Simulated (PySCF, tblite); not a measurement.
# C5H9NO: a rotation path, then NMR shifts on frames

How do NMR shifts of C5H9NO (`NC(=O)C1CCC1`) change as the atoms move?

Programs: tblite 0.8.0 and PySCF 2.14.0, with density-fitted response routines of our own. Each step states its level of theory. These are calculated values for one molecule in the gas phase, unless marked as measured. Atoms count from 0, in the outputs and in this text.

## Step 1: The molecule as given

16 atoms, charge 0, multiplicity 1; geometry from: GFN2-xTB.

Bonds of the start (Å): N0–C1 1.36, C1–O2 1.21, C1–C3 1.52, C3–C4 1.54, C4–C5 1.54, C5–C6 1.54, C6–C3 1.54, N0–H7 1.01, N0–H8 1.00, C3–H9 1.09, C4–H10 1.09, C4–H11 1.09, C5–H12 1.09, C5–H13 1.09, C6–H14 1.09, C6–H15 1.09.

## Step 2: The rotation path with GFN2-xTB

What the job is given:

```
{"job": {"kind": "neb", "xc": "GFN2-xTB", "basis": "xTB", "atoms": [0, 1, 3, 4], "turn": 120}, "charge": 0, "multiplicity": 1}
N      2.426975     0.141019     0.563480
C      1.409112    -0.653844     0.148379
O      1.584089    -1.591275    -0.594636
C      0.059093    -0.235607     0.697065
C     -1.147797    -0.983481     0.110881
C     -1.777153     0.355203    -0.303031
C     -0.494549     1.086673     0.121130
H      3.356663    -0.036440     0.221635
H      2.273241     0.938983     1.152431
H      0.100709    -0.245562     1.787992
H     -0.856160    -1.613296    -0.727166
H     -1.722030    -1.576297     0.818495
H     -2.645734     0.628561     0.292860
H     -2.032938     0.443662    -1.356080
H     -0.629601     1.889670     0.843808
H      0.088482     1.460975    -0.718719
```

Method: GFN2-xTB climbing-image nudged elastic band, gas phase.

The run is started by

```sh
$ OMP_NUM_THREADS=1 python probes_run.py task.json out
```

The driver reads the jobs from task.json and runs them one after another.

Log:

```text
image   E - E0 / eV
  0      -0.0000
  1       0.0040
  2       0.0134
  3       0.0237
  4       0.0276
  5       0.0220
  6       0.0113
  7       0.0027
  8       0.0002
```

Wall time 2.1 s (1 thread of Intel Xeon Platinum 8488C, shared host); peak memory 0.18 GiB.

The final band, with the dihedral N0–C1–C3–C4:

```
image  dihedral (°)  energy (eV)  energy (kcal/mol)
    0           172        0.000                0.0
    1           186        0.004                0.1
    2           201        0.013                0.3
    3           217        0.024                0.5
    4           232        0.028                0.6
    5           247        0.022                0.5
    6           263        0.011                0.3
    7           278        0.003                0.1
    8           292        0.000                0.0
```

## Step 3: Nuclear shieldings: image 0, PBE0/pcSseg-1

What the job is given:

```
{"job": {"kind": "nmr", "xc": "PBE0", "basis": "pcSseg-1", "pop": false}, "charge": 0, "multiplicity": 1}
N      2.427000     0.141000     0.563500
C      1.409100    -0.653800     0.148400
O      1.584100    -1.591300    -0.594600
C      0.059100    -0.235600     0.697100
C     -1.147800    -0.983500     0.110900
C     -1.777200     0.355200    -0.303000
C     -0.494500     1.086700     0.121100
H      3.356700    -0.036400     0.221600
H      2.273200     0.939000     1.152400
H      0.100700    -0.245600     1.788000
H     -0.856200    -1.613300    -0.727200
H     -1.722000    -1.576300     0.818500
H     -2.645700     0.628600     0.292900
H     -2.032900     0.443700    -1.356100
H     -0.629600     1.889700     0.843800
H      0.088500     1.461000    -0.718700
```

Level: GIAO PBE0/pcSseg-1 NMR shielding, non-relativistic, gas phase.

Log:

```text
coarse grid: 13160 points
cycle   1  E = -325.3074092050  dE =  1.121e+00  |g| = 8.450e-01  |ddm| = 3.568e+00
cycle   2  E = -324.8641054535  dE =  4.433e-01  |g| = 1.717e+00  |ddm| = 2.476e+00
cycle   3  E = -325.4454176359  dE = -5.813e-01  |g| = 2.127e-01  |ddm| = 1.904e+00
cycle   4  E = -325.4543377887  dE = -8.920e-03  |g| = 7.640e-02  |ddm| = 2.056e-01
cycle   5  E = -325.4555237501  dE = -1.186e-03  |g| = 1.292e-02  |ddm| = 5.586e-02
cycle   6  E = -325.4555567402  dE = -3.299e-05  |g| = 4.946e-03  |ddm| = 1.405e-02
cycle   7  E = -325.4555619899  dE = -5.250e-06  |g| = 1.108e-03  |ddm| = 4.990e-03
final grid: 126592 points
cycle   8  E = -325.5062168493  dE = -2.255e-05  |g| = 1.357e-02  |ddm| = 3.103e-02
cycle   9  E = -325.5061341937  dE =  8.266e-05  |g| = 2.481e-02  |ddm| = 2.896e-02
cycle  10  E = -325.5062535886  dE = -1.194e-04  |g| = 2.768e-03  |ddm| = 1.997e-02
cycle  11  E = -325.5062552177  dE = -1.629e-06  |g| = 2.069e-04  |ddm| = 2.356e-03
cycle  12  E = -325.5062552253  dE = -7.606e-09  |g| = 1.053e-04  |ddm| = 3.240e-04
cycle  13  E = -325.5062552276  dE = -2.287e-09  |g| = 2.692e-05  |ddm| = 1.045e-04
cycle  14  E = -325.5062552277  dE = -1.415e-10  |g| = 7.900e-06  |ddm| = 2.356e-05
converged SCF energy = -325.5062552277

GIAO shielding tensors (ppm)
atom      isotropic    diamagn.    paramagn.     s11        s22        s33       span
  0 N      158.983     323.022    -164.039     72.276    157.785    246.887    174.611
  1 C       11.008     245.791    -234.783    -80.544     17.192     96.375    176.918
  2 O      -83.237     400.850    -484.087   -385.817   -203.989    340.096    725.913
  3 C      149.829     253.855    -104.026    132.827    149.830    166.829     34.002
  4 C      166.333     247.843     -81.509    151.812    163.235    183.954     32.142
  5 C      169.993     250.011     -80.018    159.234    166.979    183.765     24.531
  6 C      160.425     248.739     -88.314    142.533    155.297    183.445     40.912
  7 H       27.297      29.898      -2.601     22.665     23.364     35.862     13.197
  8 H       27.363      33.011      -5.647     22.377     27.100     32.614     10.237
  9 H       28.879      32.500      -3.621     25.409     28.899     32.329      6.919
 10 H       28.641      30.493      -1.852     25.398     27.627     32.896      7.498
 11 H       29.763      30.243      -0.480     26.243     26.897     36.149      9.906
 12 H       29.685      30.055      -0.370     26.561     27.258     35.236      8.675
 13 H       29.835      29.910      -0.075     26.460     26.777     36.267      9.807
 14 H       29.422      31.176      -1.754     25.927     27.630     34.710      8.783
 15 H       29.734      31.391      -1.656     26.454     28.911     33.838      7.383
```

Run time: 18 s. Hardware: 1 thread of Intel Xeon Platinum 8488C, shared host; peak memory 0.74 GiB.

Shifts follow as δ = σ(reference) − σ, with reference shieldings (ppm) from runs at the same level and on the same kind of geometry: 1H TMS 31.72, 13C TMS 186.9, 15N NH3 267.7, 17O H2O 336.1. The references are single molecules in the gas phase, so shifts against H2O, NH3, PH3, H3PO4 or CFCl3 are not on the usual liquid scales and can be off by tens of ppm. Each atom is listed at this fixed geometry, with no averaging over motion; a spectrum would average atoms that exchange fast.

```
atoms                            environment  σ (ppm)  δ (ppm)
   C1                  amide carbonyl carbon     11.0    175.9
   C3                 sp3 CH α to a carbonyl    149.8     37.1
   C6                      sp3 CH2 in a ring    160.4     26.5
   C4                      sp3 CH2 in a ring    166.3     20.6
   C5                      sp3 CH2 in a ring    170.0     16.9
   H7     hydrogen on an amide-type nitrogen    27.30     4.42
   H8     hydrogen on an amide-type nitrogen    27.36     4.35
  H10       hydrogen on an sp3 CH2 in a ring    28.64     3.08
   H9  hydrogen on an sp3 CH α to a carbonyl    28.88     2.84
  H14       hydrogen on an sp3 CH2 in a ring    29.42     2.29
  H12       hydrogen on an sp3 CH2 in a ring    29.69     2.03
  H15       hydrogen on an sp3 CH2 in a ring    29.73     1.98
  H11       hydrogen on an sp3 CH2 in a ring    29.76     1.95
  H13       hydrogen on an sp3 CH2 in a ring    29.83     1.88
   N0                    amide-type nitrogen    159.0    108.7
   O2             amide-type carbonyl oxygen    -83.2    419.3
```

Ring of atoms C3, C4, C5, C6: NICS(0) 0.7, NICS(1) 0.2, NICS(1)zz 5.4 ppm (means of both faces). The ring holds saturated atoms, so no π current runs round it: these values come from its σ bonds, any local π bonds and neighbouring rings, and say nothing of aromaticity.

## Step 4: NMR shieldings: image 2, PBE0/pcSseg-1

What the job is given:

```
{"job": {"kind": "nmr", "xc": "PBE0", "basis": "pcSseg-1", "pop": false}, "charge": 0, "multiplicity": 1}
N      2.496600    -0.054000     0.736600
C      1.425400    -0.487500     0.024600
O      1.549400    -1.107400    -1.006500
C      0.092000    -0.106200     0.632100
C     -1.104000    -0.966600     0.190300
C     -1.839800     0.291000    -0.294600
C     -0.581700     1.126200    -0.016300
H      3.423000    -0.249800     0.396300
H      2.398500     0.473800     1.584500
H      0.190200    -0.013300     1.714300
H     -0.831700    -1.646300    -0.614500
H     -1.589000    -1.522900     0.989400
H     -2.690900     0.569800     0.324000
H     -2.152700     0.265300    -1.335300
H     -0.716500     1.974200     0.652500
H     -0.076300     1.462900    -0.918700
```

Level: GIAO PBE0/pcSseg-1 NMR shielding, non-relativistic, gas phase.

Log:

```text
coarse grid: 13160 points
cycle   1  E = -325.3063390926  dE =  1.119e+00  |g| = 8.476e-01  |ddm| = 3.565e+00
cycle   2  E = -324.8541154911  dE =  4.522e-01  |g| = 1.731e+00  |ddm| = 2.534e+00
cycle   3  E = -325.4452596251  dE = -5.911e-01  |g| = 2.115e-01  |ddm| = 1.954e+00
cycle   4  E = -325.4540316423  dE = -8.772e-03  |g| = 7.755e-02  |ddm| = 2.048e-01
cycle   5  E = -325.4552498332  dE = -1.218e-03  |g| = 1.312e-02  |ddm| = 5.616e-02
cycle   6  E = -325.4552837743  dE = -3.394e-05  |g| = 5.053e-03  |ddm| = 1.398e-02
cycle   7  E = -325.4552892579  dE = -5.484e-06  |g| = 1.129e-03  |ddm| = 5.057e-03
final grid: 126592 points
cycle   8  E = -325.5065228222  dE = -2.298e-05  |g| = 1.382e-02  |ddm| = 3.301e-02
cycle   9  E = -325.5064406572  dE =  8.216e-05  |g| = 2.487e-02  |ddm| = 2.922e-02
cycle  10  E = -325.5065611386  dE = -1.205e-04  |g| = 2.939e-03  |ddm| = 2.015e-02
cycle  11  E = -325.5065629665  dE = -1.828e-06  |g| = 2.107e-04  |ddm| = 2.519e-03
cycle  12  E = -325.5065629740  dE = -7.523e-09  |g| = 1.126e-04  |ddm| = 3.209e-04
cycle  13  E = -325.5065629766  dE = -2.633e-09  |g| = 2.787e-05  |ddm| = 1.116e-04
cycle  14  E = -325.5065629768  dE = -1.484e-10  |g| = 9.048e-06  |ddm| = 2.605e-05
converged SCF energy = -325.5065629768

GIAO shielding tensors (ppm)
atom      isotropic    diamagn.    paramagn.     s11        s22        s33       span
  0 N      154.653     322.380    -167.727     67.202    146.774    249.982    182.780
  1 C       10.970     245.541    -234.571    -81.826     17.426     97.310    179.136
  2 O      -63.485     402.018    -465.502   -342.003   -198.478    350.028    692.031
  3 C      148.995     252.845    -103.850    133.105    149.087    164.793     31.687
  4 C      165.969     247.743     -81.774    153.642    162.033    182.232     28.590
  5 C      169.617     250.344     -80.727    159.326    166.303    183.221     23.895
  6 C      161.213     247.773     -86.559    147.060    154.285    182.294     35.234
  7 H       27.369      29.776      -2.407     22.690     23.231     36.185     13.495
  8 H       27.191      32.778      -5.587     22.177     26.605     32.791     10.613
  9 H       29.128      33.939      -4.811     25.218     29.318     32.849      7.631
 10 H       28.763      30.316      -1.553     25.926     27.565     32.798      6.872
 11 H       29.807      30.224      -0.417     26.449     26.869     36.103      9.655
 12 H       29.693      29.986      -0.293     26.671     27.128     35.282      8.610
 13 H       29.745      29.787      -0.042     26.286     26.926     36.023      9.737
 14 H       29.465      30.845      -1.380     25.981     27.405     35.009      9.028
 15 H       29.642      30.783      -1.141     26.733     28.312     33.881      7.149
```

Wall time 18 s (1 thread of Intel Xeon Platinum 8488C, shared host); peak memory 0.76 GiB.

This run: δ C1 176.0, C3 37.9, C6 25.7, C4 21.0, H8 4.53, H7 4.35 ppm.

(Part 1 of 2 ends here.)
